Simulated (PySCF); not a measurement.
# C3H6BFO2: the cost of one run

Computed with PySCF 2.14.0, with density-fitted response routines of our own, on a single molecule in the gas phase. Atoms are numbered from 0 throughout.

## Step 1: The molecule as given

13 atoms, charge 0, multiplicity 1; geometry from: PBE0-D3(BJ)/def2-SVP.

Bonds of the start (Å): F0–C1 1.37, C1–C2 1.51, C2–C3 1.52, C3–O4 1.41, O4–B5 1.35, B5–O6 1.37, O6–C1 1.38, C1–H7 1.10, C2–H8 1.10, C2–H9 1.10, C3–H10 1.10, C3–H11 1.10, B5–H12 1.20.

## Step 2: X-ray photoelectron lines: SCAN, X2C

Job settings and geometry (Å):

```
{"job": {"kind": "xps"}, "charge": 0, "multiplicity": 1}
F     -0.148001     0.454879    -1.986892
C      0.757855     0.350033    -0.961014
C      0.464915    -0.920816    -0.191233
C     -0.893776    -0.792369     0.469341
O     -0.986105     0.400488     1.223112
B     -0.237581     1.476899     0.894551
O      0.644454     1.471269    -0.157303
H      1.763636     0.356866    -1.411470
H      1.255045    -1.071015     0.561936
H      0.484469    -1.780854    -0.876605
H     -1.088341    -1.636487     1.147373
H     -1.683560    -0.787717    -0.299934
H     -0.324392     2.477478     1.557017
```

Method: delta-SCF UKS SCAN, pcX-2 on the ionised atom, pcseg-1 elsewhere, spin-free X2C.

Command:

```console
$ OMP_NUM_THREADS=1 python probes_run.py task.json out
```

One launch serves the whole session: the jobs run in the order shown.

**Question.** How long does this first job take on 1 thread of Arm Neoverse V1, shared host, and how much memory does it need?

About 56 s, with a peak of 0.61 GiB.
